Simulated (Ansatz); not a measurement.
# Hf: a line through an energy map

Method: DFT PBE, scalar-relativistic, plane waves, PAW, in Ansatz 0.2.0.

### 1 The system as given

The structure is hexagonal, space group P6_3/mmc (No. 194). Conventional cell: a = 3.205 Å, b = 3.205 Å, c = 5.068 Å, α = 90.00°, β = 90.00°, γ = 120.00°. Hf (site symmetry -6m2) has 12 Hf at 3.14 to 3.20 Å as nearest neighbours.

Coordinates:

```
Hf
1.0
     3.20482    0.00000    0.00000
    -1.60241    2.77545    0.00000
     0.00000    0.00000    5.06769
Hf
2
Direct
  0.33333 0.66667 0.25000
  0.66667 0.33333 0.75000
```

This cell was relaxed beforehand with the same method: volume 22.54 Å³/atom, gap on the mesh none (metal).

### 2 Plan of the line

The energy is mapped over the lattice constants a and c of the conventional cell.

First coordinate, lattice constant a (and b): 5 values from 2.981 to 3.429 Å. Second coordinate, lattice constant c: 5 values from 4.662 to 5.473 Å.

Nothing else is relaxed (symmetry fixes all fractional coordinates). Energies count from the relaxed crystal. Points are written as (first, second).

### 3 The run at (3.093 Å, 4.662 Å)

input.yaml

```yaml
crystal:
  lattice:
    - [3.0926, 0.0, 0.0]
    - [-1.5463, 2.6782701638, 0.0]
    - [0.0, 0.0, 4.6623]
  atoms:
    - { symbol: Hf, position: [0.3333333333, 0.6666666667, 0.25] }
    - { symbol: Hf, position: [0.6666666667, 0.3333333333, 0.75] }
basis:
  ecutwfc: 420
kpoints:
  mp_grid: { grid: [18, 18, 10] }
hamiltonian:
  xc: pbe
scf:
  occupations: { method: gaussian, width: 0.15 }
output:
  forces: true
  stress: true
  eigenvalues: true
```

Launch:

```console
ansatz run input.yaml --threads 1 --pin off --max-ram 2048MiB --backend cpu --events-out ev --progress --plain --runs-dir out
```

**Question.** How long does this run take on 1 thread of Intel Xeon 6975P-C (Granite Rapids), shared host, and how much memory does it need?

About 6 s, with a peak of 0.6 GiB.
